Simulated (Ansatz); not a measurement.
# HfH₄Se₄: small, medium and large basis sets

One table from this session's results is given with a row withheld; the runs are named, their logs left out.

Program: Ansatz 0.2.0, Gaussian basis. Level of theory: one geometry, several basis sets. These are calculated values, not measurements.

The runs, in order: PBE0-D4/def2-SVP; ωB97M-V/def2-SVP; PBE0-D4/def2-QZVPP; ωB97M-V/def2-QZVPP; the functionals' def2-TZVPP values are taken from earlier runs.

### The geometry

All runs share one geometry, relaxed beforehand with PBE0-D4 in a triple-zeta def2 set. Hf takes the def2 core potential; no spin-orbit term is included.

9 atoms, charge 0, spin multiplicity 1.

Atoms are counted from 1 here; the program's logs count them from 0.

Bond lengths: Se1–Hf2 2.552 Å, Se1–H6 1.477 Å, Hf2–Se3 2.552 Å, Hf2–Se4 2.552 Å, Hf2–Se5 2.553 Å, Se3–H7 1.477 Å, Se4–H8 1.477 Å, Se5–H9 1.477 Å. Angles: Hf2–Se1–H6 85.6°, Se1–Hf2–Se3 110.6°, Se1–Hf2–Se4 108.9°, Se1–Hf2–Se5 108.9°, Se3–Hf2–Se4 108.9°, Se3–Hf2–Se5 108.9°, Se4–Hf2–Se5 110.6°, Hf2–Se3–H7 85.6°, Hf2–Se4–H8 85.6°, Hf2–Se5–H9 85.6°.

Geometry (Å):

```
Se    0.49620    2.45114   -0.51001
Hf    0.00010   -0.00015    0.00003
Se   -1.61442   -0.96873   -1.72345
Se    2.18364   -1.31957   -0.08070
Se   -1.06491   -0.16337    2.31400
H    -0.96421    2.59393   -0.67876
H    -0.74391   -0.32908   -2.73075
H     2.50183   -0.65239    1.19807
H    -0.79431   -1.61179    2.21158
```

The first run:

Input file in.yaml:

```yaml
crystal:
  periodic: [false, false, false]
  atoms:
    - {symbol: Se, position_ang: [0.496199, 2.451145, -0.510015]}
    - {symbol: Hf, position_ang: [0.000097, -0.000147, 0.000028]}
    - {symbol: Se, position_ang: [-1.614425, -0.968732, -1.723452]}
    - {symbol: Se, position_ang: [2.183635, -1.319568, -0.080697]}
    - {symbol: Se, position_ang: [-1.064911, -0.163369, 2.313996]}
    - {symbol: H, position_ang: [-0.964211, 2.593927, -0.678759]}
    - {symbol: H, position_ang: [-0.743909, -0.329076, -2.730750]}
    - {symbol: H, position_ang: [2.501833, -0.652387, 1.198074]}
    - {symbol: H, position_ang: [-0.794309, -1.611794, 2.211585]}
basis:
  gaussian: {orbitals: def2-SVP}
hamiltonian: {xc: pbe0, dispersion: d4}
output: {orbitals: {seedname: orbitals}}
```

On the command line:

```
ansatz run in.yaml --threads 2 --pin off --events-out ev --progress --plain --max-ram 32768MiB --backend cpu
```

Steps of the session up to this table: PBE0-D4 in def2-SVP; ωB97M-V in def2-SVP; PBE0-D4 in def2-QZVPP; ωB97M-V in def2-QZVPP.

One of the session's tables, all rows but one given; the rest of the session is left out.

It belongs to the step «Density functionals: the series». 

| functional | basis | HOMO (eV) | LUMO (eV) |
| --- | --- | --- | --- |
| PBE0-D4 | def2-SVP | -7.46 | -2.27 |
| PBE0-D4 | def2-TZVPP | -7.48 | -2.23 |
| PBE0-D4 | def2-QZVPP | -7.49 | -2.24 |
| ωB97M-V | def2-SVP | -9.54 | -0.32 |
| ωB97M-V | def2-TZVPP | -9.58 | -0.28 |
| ωB97M-V | def2-QZVPP | ? | ? |

**Question.** Estimate the row for ωB97M-V, def2-QZVPP.

As computed: HOMO (eV): -9.59; LUMO (eV): -0.30. In the column «HOMO (eV)» it is the lowest.
